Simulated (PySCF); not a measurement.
# CH8AsGa: the cost of one run

Programs: PySCF 2.14.0, with density-fitted response routines of our own. Each step states its level of theory. These are calculated values for one molecule in the gas phase, unless marked as measured. Atoms are numbered from 0 throughout.

## 1. The molecule as given

11 atoms, charge 0, multiplicity 1; geometry from: GFN2-xTB. The atoms were then displaced at random by about 0.01 Å, so the start is not that level's minimum.

Bonds of the start (Å): C0–Ga1 1.99, Ga1–As2 2.80, C0–H3 1.08, C0–H4 1.11, C0–H5 1.09, Ga1–H6 1.57, Ga1–H7 1.58, As2–H8 1.52, As2–H9 1.50, As2–H10 1.51.

## 2. Geometry optimisation at PBE0-D3(BJ)/def2-SVP

Job settings and geometry (Å):

```
{"job": {"xc": "PBE0", "basis": "def2-SVP", "d3": "d3bj", "grid": 1, "shake": 0.01, "kind": "geom"}, "charge": 0, "multiplicity": 1}
C     -1.909390     0.511680     0.154800
Ga    -0.661470    -0.908950    -0.449860
As     1.851790     0.286690    -0.141780
H     -2.928510     0.349700    -0.165320
H     -1.645080     1.502490    -0.276930
H     -1.937190     0.637550     1.240350
H     -0.427170    -1.305030    -1.951810
H     -0.074330    -1.985480     0.548380
H      1.948690     0.552900     1.353600
H      2.790710    -0.871750     0.026620
H      3.030050     1.204380    -0.353710
```

Run with:

```
$ OMP_NUM_THREADS=1 python probes_run.py task.json out
```

One launch serves the whole session: the jobs run in the order shown.

**Question.** How long does this first job take on 1 thread of Arm Neoverse V2, shared host, and how much memory does it need?

About 85 s, with a peak of 0.49 GiB.
